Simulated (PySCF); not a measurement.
# C2H9BOSi: the cost of one run

Programs: PySCF 2.14.0, with density-fitted response routines of our own. Each step states its level of theory. These are calculated values for one molecule in the gas phase, unless marked as measured. Atoms are numbered from 0 throughout.

## 1. The starting structure

14 atoms, charge 0, multiplicity 1; geometry from: GFN2-xTB. The atoms were then displaced at random by about 0.01 Å, so the start is not that level's minimum.

Bonds of the start (Å): C0–B1 1.60, B1–O2 1.31, O2–C3 1.44, C3–Si4 1.89, C0–H5 1.12, C0–H6 1.08, C0–H7 1.07, B1–H8 1.18, C3–H9 1.09, C3–H10 1.13, Si4–H11 1.47, Si4–H12 1.47, Si4–H13 1.46.

## 2. Geometry optimisation at PBE0-D3(BJ)/def2-SVP

Job settings and geometry (Å):

```
{"job": {"xc": "PBE0", "basis": "def2-SVP", "d3": "d3bj", "grid": 1, "shake": 0.01, "kind": "geom"}, "charge": 0, "multiplicity": 1}
C     -1.971880    -0.112650    -0.247650
B     -1.096780     1.172290     0.112800
O      0.068850     1.110430     0.706670
C      0.787520    -0.075240     1.095720
Si     2.026880    -0.524910    -0.262700
H     -2.926690     0.197440    -0.739000
H     -2.241260    -0.661820     0.639410
H     -1.450220    -0.764840    -0.922780
H     -1.438800     2.281500    -0.102460
H      1.242620     0.127420     2.064960
H      0.030460    -0.890910     1.274630
H      2.942520     0.615380    -0.414840
H      1.291250    -0.772580    -1.513810
H      2.728400    -1.716580     0.191790
```

On the command line:

```console
$ OMP_NUM_THREADS=1 python probes_run.py task.json out
```

The driver reads the jobs from task.json and runs them one after another.

Q: Estimate the wall time and peak memory of this first job on 1 thread of Arm Neoverse V2, shared host.

About 45 s, with a peak of 0.5 GiB.
